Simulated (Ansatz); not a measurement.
# C6H18FN3Sn: basis-set convergence

An exercise on one series of results from a longer session: the logs are not shown, and one member is left open.

Computed with Ansatz 0.2.0, Gaussian basis. Level: one geometry, several basis sets.

Levels to be run: PBE0-D4/def2-SVP; ωB97M-V/def2-SVP; PBE0-D4/def2-QZVPP; ωB97M-V/def2-QZVPP; the functionals' def2-TZVPP values are taken from earlier runs.

1 further run of the same task is left out (for a known fault of the program).

## Structure used throughout

All runs share one geometry, relaxed beforehand with PBE0-D4 in a triple-zeta def2 set. Sn takes the def2 core potential; no spin-orbit term is included.

SMILES `C[N](C)[Sn]([F])([N](C)C)[N](C)C`, 29 atoms, charge 0, spin multiplicity 1.

Atoms are counted from 1 here; the program's logs count them from 0.

Bond lengths: C1–N2 1.442 Å, C1–H12 1.093 Å, C1–H13 1.102 Å, C1–H14 1.099 Å, N2–C3 1.443 Å, N2–Sn4 1.995 Å, C3–H15 1.101 Å, C3–H16 1.092 Å, C3–H17 1.098 Å, Sn4–F5 1.931 Å, Sn4–N6 1.998 Å, Sn4–N9 2.003 Å, N6–C7 1.443 Å, N6–C8 1.442 Å, C7–H18 1.101 Å, C7–H19 1.092 Å, C7–H20 1.099 Å, C8–H21 1.093 Å and more. Angles: N2–C1–H12 110.8°, N2–C1–H13 113.1°, N2–C1–H14 110.2°, H12–C1–H13 108.0°, H12–C1–H14 107.5°, H13–C1–H14 107.1°, C1–N2–C3 113.8°, C1–N2–Sn4 119.9°, C3–N2–Sn4 119.3°, N2–C3–H15 113.0°, N2–C3–H16 110.6°, N2–C3–H17 110.0°, H15–C3–H16 108.2°, H15–C3–H17 107.4°, H16–C3–H17 107.4°, N2–Sn4–F5 104.1°, N2–Sn4–N6 106.3°, N2–Sn4–N9 118.1° and more.

The first run:

Input file in.yaml:

```yaml
crystal:
  periodic: [false, false, false]
  atoms:
    - {symbol: C, position_ang: [-1.960787, 1.057239, 1.553687]}
    - {symbol: N, position_ang: [-0.638680, 0.561010, 1.846188]}
    - {symbol: C, position_ang: [-0.527846, -0.073434, 3.137803]}
    - {symbol: Sn, position_ang: [0.548373, -0.038567, 0.359576]}
    - {symbol: F, position_ang: [2.285152, -0.208761, 1.185686]}
    - {symbol: N, position_ang: [0.474765, 1.395811, -1.030040]}
    - {symbol: C, position_ang: [0.638452, 2.780235, -0.658033]}
    - {symbol: C, position_ang: [0.883817, 1.105099, -2.381571]}
    - {symbol: N, position_ang: [0.272235, -1.877568, -0.384308]}
    - {symbol: C, position_ang: [-0.992636, -2.200336, -0.994869]}
    - {symbol: C, position_ang: [1.386710, -2.615682, -0.926210]}
    - {symbol: H, position_ang: [-1.991364, 1.517515, 0.562915]}
    - {symbol: H, position_ang: [-2.734517, 0.272953, 1.587981]}
    - {symbol: H, position_ang: [-2.247469, 1.825738, 2.284473]}
    - {symbol: H, position_ang: [-1.196303, -0.941501, 3.250379]}
    - {symbol: H, position_ang: [0.496557, -0.406540, 3.316364]}
    - {symbol: H, position_ang: [-0.783710, 0.642475, 3.930251]}
    - {symbol: H, position_ang: [1.679468, 3.125666, -0.748901]}
    - {symbol: H, position_ang: [0.321197, 2.941933, 0.374799]}
    - {symbol: H, position_ang: [0.021383, 3.423020, -1.300915]}
    - {symbol: H, position_ang: [0.740612, 0.045665, -2.609428]}
    - {symbol: H, position_ang: [0.278240, 1.679458, -3.095911]}
    - {symbol: H, position_ang: [1.939471, 1.351698, -2.573604]}
    - {symbol: H, position_ang: [-1.213185, -3.268788, -0.866735]}
    - {symbol: H, position_ang: [-1.025289, -1.988730, -2.076390]}
    - {symbol: H, position_ang: [-1.808101, -1.644385, -0.523184]}
    - {symbol: H, position_ang: [1.526640, -2.458300, -2.008437]}
    - {symbol: H, position_ang: [2.312529, -2.338143, -0.418904]}
    - {symbol: H, position_ang: [1.234687, -3.692582, -0.772164]}
basis:
  gaussian: {orbitals: def2-SVP}
hamiltonian: {xc: pbe0, dispersion: d4}
output: {orbitals: {seedname: orbitals}}
```

The run is started by

```bash
> ansatz run in.yaml --threads 11 --pin off --events-out ev --progress --plain --max-ram 166912MiB --backend cpu
```

Among the steps run: PBE0-D4 in def2-SVP; ωB97M-V in def2-SVP; PBE0-D4 in def2-QZVPP; ωB97M-V in def2-QZVPP.

One table of the session follows, with a row left open; its other results are not shown here.

It belongs to the step «Density functionals: the series». 

| functional | basis | HOMO (eV) | LUMO (eV) |
| --- | --- | --- | --- |
| PBE0-D4 | def2-SVP | -6.11 | -0.23 |
| PBE0-D4 | def2-TZVPP | -6.21 | -0.50 |
| PBE0-D4 | def2-QZVPP | ? | ? |
| ωB97M-V | def2-SVP | -8.42 | 1.82 |
| ωB97M-V | def2-TZVPP | -8.53 | 1.43 |
| ωB97M-V | def2-QZVPP | -8.54 | 1.20 |

Estimate the missing values for PBE0-D4, def2-QZVPP.

**Answer.** HOMO (eV): -6.23; LUMO (eV): -0.57. In the column «HOMO (eV)» it lies between ωB97M-V, def2-SVP (-8.42) and PBE0-D4, def2-TZVPP (-6.21).
